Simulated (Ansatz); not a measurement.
# ZnSb: the cost of one run

Computed with Ansatz 0.2.0 (DFT r2SCAN, scalar-relativistic, plane waves, PAW, unless a step's input says otherwise).

## (1) The starting structure

Symmetry: R-3m, No. 166, trigonal system. Conventional cell: a = 3.268 Å, b = 3.268 Å, c = 15.614 Å, α = 90.00°, β = 90.00°, γ = 120.00°. Zn (site symmetry -3m) is surrounded by 6 Sb at 3.21 Å and 6 Zn at 3.27 Å. Sb (site symmetry -3m) has 6 Zn at 3.21 Å and 6 Sb at 3.27 Å as nearest neighbours.

As a file:

```
Zn Sb
1.0
     1.63397    0.94337    5.20451
    -1.63397    0.94337    5.20451
     0.00000   -1.88675    5.20451
Zn Sb
1 1
Direct
  0.00000 0.00000 0.00000
  0.50000 0.50000 0.50000
```

This is candidate A: CuPt (L1_1) type (R-3m, No. 166).

(A quick probe on a coarse mesh, which set the mesh and smearing, is not shown.)

## (3) Full relaxation (candidate A)

input.yaml reads:

```yaml
crystal:
  lattice:
    - [1.6339733795, 0.9433749705, 5.2045078015]
    - [-1.6339733795, 0.9433749705, 5.2045078015]
    - [0.0, -1.886749941, 5.2045078015]
  atoms:
    - { symbol: Zn, position: [0.0, 0.0, 0.0] }
    - { symbol: Sb, position: [0.5, 0.5, 0.5] }
basis:
  ecutwfc: 500
kpoints:
  mp_grid: { grid: [18, 18, 18] }
hamiltonian:
  xc: r2scan
scf:
  occupations: { method: gaussian, width: 0.1 }
output:
  forces: true
  stress: true
  eigenvalues: true
  write_density: true
  write_potential: true
  elf: true
  volumetric_format: npy
relax:
  adjacent_minimum: "off"
  f_tol: 0.01
  max_steps: 80
  cell: { stress_tol: 0.05 }
```

Run with:

```sh
$ ansatz run input.yaml --threads 1 --pin off --max-ram 2560MiB --backend cpu --events-out ev --progress --plain --runs-dir out
```

Q: Estimate wall time and peak memory on 1 thread of Intel Xeon Platinum 8488C (Sapphire Rapids), shared host.

About 16 min, with a peak of 0.98 GiB.
